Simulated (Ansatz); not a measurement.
**TiBr3Cl: one species, many methods**

One table from this session's results is given with a row withheld; the runs are named, their logs left out.

Program: Ansatz 0.2.0, Gaussian basis. Level of theory: functionals in def2-TZVPP, the program's frozen cores in correlated methods. These are calculated values, not measurements.

Plan: LDA (SPW92), PBE-D4, revPBE-D4, BLYP-D4, r2SCAN-D4, B97M-V, PBE0-D4, B3LYP-D4, r2SCANh-D4, r2SCAN0-D4, HSE06-D4, BHLYP-D4, CAM-B3LYP-D4, LC-ωPBE, ωB97X-V, ωB97M-V, B2PLYP, PBE-QIDH; CCSD(T)/def2-SVP; MP2/def2-TZVPP; MP2/def2-QZVPP; RPA on PBE.

## Structure used throughout

An earlier PBE0-D4 in a triple-zeta def2 set relaxation fixed the geometry.

SMILES `[Cl][Ti]([Br])([Br])[Br]`, 5 atoms, charge 0, spin multiplicity 1.

Atoms are counted from 1 here; the program's logs count them from 0.

Bond lengths: Cl1–Ti2 2.160 Å, Ti2–Br3 2.315 Å, Ti2–Br4 2.315 Å, Ti2–Br5 2.315 Å. Angles: Cl1–Ti2–Br3 109.6°, Cl1–Ti2–Br4 109.6°, Cl1–Ti2–Br5 109.6°, Br3–Ti2–Br4 109.4°, Br3–Ti2–Br5 109.4°, Br4–Ti2–Br5 109.4°.

The first run:

Contents of in.yaml:

```yaml
crystal:
  periodic: [false, false, false]
  atoms:
    - {symbol: Cl, position_ang: [-0.835059, -0.212848, 2.005719]}
    - {symbol: Ti, position_ang: [-0.002683, -0.017693, 0.021905]}
    - {symbol: Br, position_ang: [1.913518, -1.306222, -0.144641]}
    - {symbol: Br, position_ang: [-1.550747, -0.736832, -1.542131]}
    - {symbol: Br, position_ang: [0.524871, 2.199994, -0.382351]}
basis:
  gaussian: {orbitals: def2-TZVPP}
hamiltonian: {xc: lda}
output: {orbitals: {seedname: orbitals}}
```

On the command line:

```
$ ansatz run in.yaml --threads 4 --pin off --events-out ev --progress --plain --max-ram 11315MiB
```

Among the steps run: LDA; PBE-D4 (GGA); revPBE-D4 (GGA); BLYP-D4 (GGA); r2SCAN-D4 (meta-GGA); B97M-V (meta-GGA); B3LYP-D4 (hybrid); r2SCANh-D4 (hybrid); r2SCAN0-D4 (hybrid); HSE06-D4 (hybrid); BHLYP-D4 (hybrid); CAM-B3LYP-D4 (range-separated); LC-ωPBE (range-separated); ωB97X-V (range-separated); ωB97M-V (range-separated); B2PLYP (double hybrid); PBE-QIDH (double hybrid).

One table of the session follows, with a row left open; its other results are not shown here.

It belongs to the step «Frontier levels by functional». 

| functional | HOMO (eV) | LUMO (eV) | gap (eV) |
| --- | --- | --- | --- |
| LDA (SPW92) | -7.73 | -4.71 | 3.02 |
| PBE-D4 | -7.56 | -4.49 | 3.07 |
| revPBE-D4 | -7.51 | -4.42 | 3.09 |
| BLYP-D4 | -7.37 | -4.34 | 3.03 |
| r2SCAN-D4 | -7.92 | -4.53 | 3.39 |
| B97M-V | -7.96 | -4.50 | 3.46 |
| PBE0-D4 | -8.79 | -3.73 | 5.06 |
| B3LYP-D4 | -8.51 | -3.91 | 4.60 |
| r2SCANh-D4 | -8.36 | -4.22 | 4.14 |
| r2SCAN0-D4 | -9.02 | -3.72 | 5.30 |
| HSE06-D4 | -8.40 | -4.10 | 4.30 |
| BHLYP-D4 | -9.84 | -2.71 | 7.13 |
| CAM-B3LYP-D4 | -10.02 | -2.71 | 7.31 |
| LC-ωPBE | ? | ? | ? |
| ωB97X-V | -11.03 | -1.74 | 9.29 |
| ωB97M-V | -10.87 | -1.68 | 9.19 |

Estimate the missing values for LC-ωPBE.

The run gave: HOMO (eV): -11.38; LUMO (eV): -1.79; gap (eV): 9.59. In the column «HOMO (eV)» it is the lowest.
